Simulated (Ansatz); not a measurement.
# HfSi (zincblende type): a single-point run

Aim: a sound single-point run of HfSi (zincblende type). The structure is shown as the input types it.

Program: Ansatz 0.2.0. Level of theory: DFT, LDA, all-electron LAPW, scalar-relativistic. These are calculated values, not measurements.

### 1 The structure to begin with

Symmetry: F-43m, No. 216, cubic system. Conventional cell: a = 4.543 Å, b = 4.543 Å, c = 4.543 Å, α = 90.00°, β = 90.00°, γ = 90.00°. Hf (site symmetry -43m) has 4 Si at 1.97 Å in its first shell of neighbours. Si (site symmetry -43m) has 4 Hf at 1.97 Å in its first shell of neighbours.

Coordinates:

```
Hf Si
1.0
     0.00000    2.27135    2.27135
     2.27135    0.00000    2.27135
     2.27135    2.27135    0.00000
Hf Si
1 1
Direct
  0.00000 0.00000 0.00000
  0.25000 0.25000 0.25000
```

### 2 The run

input.yaml reads:

```yaml
crystal:
  lattic:
    - [0.0, 2.271349256, 2.271349256]
    - [2.271349256, 0.0, 2.271349256]
    - [2.271349256, 2.271349256, 0.0]
  atoms:
    - { symbol: Hf, position: [0.0, 0.0, 0.0] }
    - { symbol: Si, position: [0.25, 0.25, 0.25] }
kpoints:
  mp_grid: { grid: [12, 12, 12] }
  band_path:
    path:
      - [0.0, 0.0, 0.0]
      - [-0.5, -0.5, 0.0]
      - [-0.375, -0.375, 0.25]
      - [-0.375, 0.0, 0.375]
      - [0.0, 0.0, 0.0]
      - [0.0, 0.0, 0.5]
      - [-0.5, -0.25, 0.25]
      - [-0.5, -0.5, 0.0]
    npoints: 8
scf:
  occupations: { method: fermi_dirac, width: 0.08 }
  max_iter: 80
hamiltonian:
  xc: lda
  pseudopotentials: { kind: all_electron, lapw: { basis_error: 0.001 } }
output:
  forces: true
  stress: true
  eigenvalues: true
  populations: true
```

On the command line:

```console
> ansatz run input.yaml --threads 1 --pin off --max-ram 2048MiB --backend cpu --events-out ev --progress --plain --runs-dir out
```

Standard output:

```text
Error: YAML parse error: error: line 2 column 3: unknown field `lattic`, expected one of checkpoint, saddle_side, structure_sha256, lattice, periodic, space_group, setting, atoms, reduce_to_primitive, conventional_axes, supercell, defects, symmetry, host
 --> <input>:2:3
  |
1 | crystal:
2 |   lattic:
  |   ^ unknown field `lattic`, expected one of checkpoint, saddle_side, structure_sha256, lattice, periodic, space_group, setting, atoms, reduce_to_primitive, conventional_axes, supercell, defects, symmetry, host
3 |     - [0.0, 2.271349256, 2.271349256]
4 |     - [2.271349256, 0.0, 2.271349256]
  |
```

It took 0.02 s on 1 thread of Arm Neoverse V2, shared host; peak memory 0.018 GiB.

### 3 Diagnosis

The run ended at the input check. It says: «line 2 column 3: unknown field `lattic`, expected one of checkpoint, saddle_side, structure_sha256, lattice, periodic, ...»

One keyword is written wrongly, so the input can't be read.

Remedy: write the keyword in its listed form.

### 4 Again, with the input mended

Other changes include scf.max_iter, output requests.

input.yaml, as its differences from that of step 2:

```diff
@@ -1,3 +1,3 @@
 crystal:
-  lattic:
+  lattice:
     - [0.0, 2.271349256, 2.271349256]
@@ -23,3 +23,2 @@
   occupations: { method: fermi_dirac, width: 0.08 }
-  max_iter: 80
 hamiltonian:
@@ -32 +31,2 @@
   populations: true
+  dos: { projected: true, de: 0.2, e_range: [-14, 8] }
```

On the command line:

```console
> ansatz run input.yaml --threads 1 --pin off --max-ram 2048MiB --backend cpu --events-out ev --progress --plain --runs-dir out
```

From the output:

```text
[...]
Basis set: ecut = 516.4442600232006 eV, 609 PW (Γ), exchange–correlation at level 2
[...]
k-points: 72 of 1728 (time reversal used)
[...]
SCF iter   1: F=—  HF=-417860.138951 eV  |F-HF|=—  |Δ(HF+E_count)|=         —  Δρ=5.11e-2  dr2=6.43e-1  ethr=1.15e-3  ⟨swp⟩=2.0  Hψ=15926  notcnv=0
preconditioner: auto → Kerker (q_TF=auto, 3.155 Å⁻¹)  [metal: Δε(μ)=0.053 eV  Ē_g=19.257 eV  σ=0.080 eV  W_gap=0.16  n_scr=14 (ndim 8)  ℏωp=40.6 eV  f_vac=0.000  D(μ)=0.86/eV (n_scr^D=8)]
SCF iter   2: F=—  HF=-417859.916353 eV  |F-HF|=—  |Δ(HF+E_count)|=   2.23e-1  Δρ=3.57e-2  dr2=3.68e-1  ethr=1.15e-3  ⟨swp⟩=2.0  Hψ=7129  notcnv=0
[...]
SCF iter   8: F=—  HF=-417859.609073 eV  |F-HF|=—  |Δ(HF+E_count)|=   1.83e-6  Δρ=3.51e-5  dr2=2.99e-7  ethr=1.10e-8  ⟨swp⟩=2.0  Hψ=6716  notcnv=0
SCF iter   9: F=-417859.609073 eV  HF=-417859.609073 eV  |F-HF|=4.48e-8  |Δ(HF+E_count)|=   4.11e-7  Δρ=1.57e-5  dr2=7.09e-8  ethr=5.34e-10  ⟨swp⟩=2.1  Hψ=6720  notcnv=0
[...]
SCF converged after 9 iterations
Free energy (F): -417859.609073 eV
[...]
E sigma→0 (E₀):  -417859.599844 eV
[...]
Fermi energy:    25.969945 eV
[...]
  P = ⅓ Tr σ = 207.0613 GPa (2070.613 kbar)
[...]
```

It took 57 s on 1 thread of Arm Neoverse V2, shared host; peak memory 0.46 GiB.

### 5 Outcome

| quantity | value |
| --- | --- |
| first try | refused |
| cause | a misspelt key |
| second try | converged, 9 SCF cycles |
| total energy | -417859.6091 eV |
| pressure | 207.06 GPa |
| gap on the mesh | none (metal on this mesh) |
| largest force | 0.000 eV/Å |

**Reading.** With the input mended the run converges in 9 SCF cycles. The structure is not at rest: the sound run finds 207 GPa, so these are no properties of the relaxed crystal. 
